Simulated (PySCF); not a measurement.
# C8H6S: the cost of one run

Programs: PySCF 2.14.0, with routines of our own; each step states its level. All values are computed. Atoms count from 0.

## Step 1: The starting structure

15 atoms, charge 0, multiplicity 1; geometry from: GFN2-xTB.

## Step 2: Relaxing the molecule at PBE0/def2-SV(P)

The job: settings as JSON, then the geometry in Å.

```
{"job": {"xc": "PBE0", "basis": "def2-SV(P)", "grid": 1, "kind": "geom"}, "charge": 0, "multiplicity": 1}
C     -1.930238    -0.390138    -0.185188
C     -1.703715     1.003634    -0.057551
C     -0.448252     1.506050     0.082852
C      0.655276     0.617138     0.099969
C      1.992953     0.909336     0.231185
S      2.958926    -0.498230     0.193476
C      1.599666    -1.513928     0.002242
C      0.425468    -0.798361    -0.032589
C     -0.900510    -1.277795    -0.174906
H     -2.946564    -0.740161    -0.292002
H     -2.554812     1.668652    -0.073210
H     -0.270728     2.566695     0.181481
H      2.453648     1.869648     0.347324
H      1.732792    -2.574355    -0.073530
H     -1.068323    -2.340197    -0.271465
```

Run with:

```console
> OMP_NUM_THREADS=1 python excited_run.py task.json out
```

The driver reads the jobs from task.json and runs them one after another.

**Question.** How long does this first job take on 1 thread of Arm Neoverse V2, shared host, and how much memory does it need?

About 30 s, with a peak of 0.6 GiB.
